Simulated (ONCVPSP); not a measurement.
# Rh: generating and testing an ONCV potential

Do these settings give a usable potential? It is generated, then checked for transferability, scattering, ghosts and hardness.

Method: ONCVPSP 4.0.1, PBE, scalar-relativistic.

### Step 1. The atom and the settings

Typed settings, in words:

```json
{"element": "rhodium (Rh, Z = 45)", "type": "optimised norm-conserving Vanderbilt (ONCV)", "frozen core": "[Ar] 3d10", "valence charge": "17", "reference configuration": "4s2 4p6 4d8 5s1", "partial waves": "4s+5s: rc 1.50 bohr, ncon 5, nbas 9, qcut 7 1/bohr, 2 projectors; 4p: rc 1.75 bohr, ncon 5, nbas 10, qcut 9.6 1/bohr, 2 projectors, debl 2.2 Ha; 4d: rc 1.40 bohr, ncon 4, nbas 7, qcut 7.6 1/bohr, 2 projectors, debl 0.9 Ha", "local potential": "polynomial inside 1.00 bohr (lpopt 5, dvloc0 0 Ha)", "core correction": "Teter function, fcfact 5, rcfact 1.15"}
```

The outer shells as boxes (Hund's rule for the drawing; the calculation is spin-unpolarised):

```
[Ar] core
3d [↑↓][↑↓][↑↓][↑↓][↑↓]
4s [↑↓]
4p [↑↓][↑↓][↑↓]
4d [↑↓][↑↓][↑↓][↑ ][↑ ]
5s [↑ ]
```

### Step 2. Generation

Rh.dat

```
# ATOM AND REFERENCE CONFIGURATION
# atsym  z   nc   nv     iexc    psfile
  Rh 45.00    6    4        4      upf
#
#   n    l    f
    1    0    2.00
    2    0    2.00
    2    1    6.00
    3    0    2.00
    3    1    6.00
    3    2   10.00
    4    0    2.00
    4    1    6.00
    4    2    8.00
    5    0    1.00
#
# PSEUDOPOTENTIAL AND OPTIMIZATION
# lmax
    2
#
#   l,   rc,      ep,       ncon, nbas, qcut
    0    1.50    0.00    5    9    7.00
    1    1.75    0.00    5   10    9.60
    2    1.40    0.00    4    7    7.60
#
# LOCAL POTENTIAL
# lloc, lpopt,  rc(5),   dvloc0
    4    5    1.00    0.00
#
# VANDERBILT-KLEINMAN-BYLANDER PROJECTORs
# l, nproj, debl
    0    2    3.50
    1    2    2.20
    2    2    0.90
#
# MODEL CORE CHARGE
# icmod, fcfact, rcfact
    3    5.00    1.15
#
# LOG DERIVATIVE ANALYSIS
# epsh1, epsh2, depsh
   -5.00    5.00    0.04
#
# OUTPUT GRID
# rlmax, drl
    6.00    0.01
#
# TEST CONFIGURATIONS
# ncnf
    4
# nvcnf
#   n    l    f
    4
    4    0    2.00
    4    1    6.00
    4    2    8.00
    5    0    0.00
#
    4
    4    0    2.00
    4    1    6.00
    4    2    7.00
    5    0    0.00
#
    4
    4    0    2.00
    4    1    6.00
    4    2    6.00
    5    0    0.00
#
    4
    4    0    2.00
    4    1    6.00
    4    2    8.00
    5    0    0.50
#
```

The run is started by

```
$ oncvpsp.x < Rh.dat > Rh.out
```

What does the calculation give? Wanted: cutoffs for 1 and 0.1 mHa per electron, occupied waves; bound ghosts; GHOST(+) flags; largest test error; largest phase difference near zero energy, channels read; rms error of d²Exc/dn², without and with the model core.

The runs gave:

| quantity | value |
| --- | --- |
| cutoffs for 1 and 0.1 mHa per electron, occupied waves | 26 Ha and 87 Ha |
| bound ghosts | none found |
| GHOST(+) flags | s at 178 eV |
| largest test error (AE − PS) | -2.7 meV, for 4s2 4p6 4d6 5s0 |
| largest phase difference near zero energy, channels read | 0.000 rad |
| rms error of d²Exc/dn², without and with the model core | 2.12 and 0.39 mHa |

By total energies transferability is very good: the largest error is 2.7 meV on 59.5 eV, for 4s2 4p6 4d6 5s0. The potential is of middling hardness: the looser tolerance needs 26 Ha. The tighter tolerance needs 87 Ha, and converged work needs a cutoff nearer that. The program's ghost test flags no bound state. Near zero energy the phases of the channels with partial waves agree within 0.001 rad. The program also flags highly localised states, GHOST(+) (s). These are tests on the free atom; a crystal test is still owed.
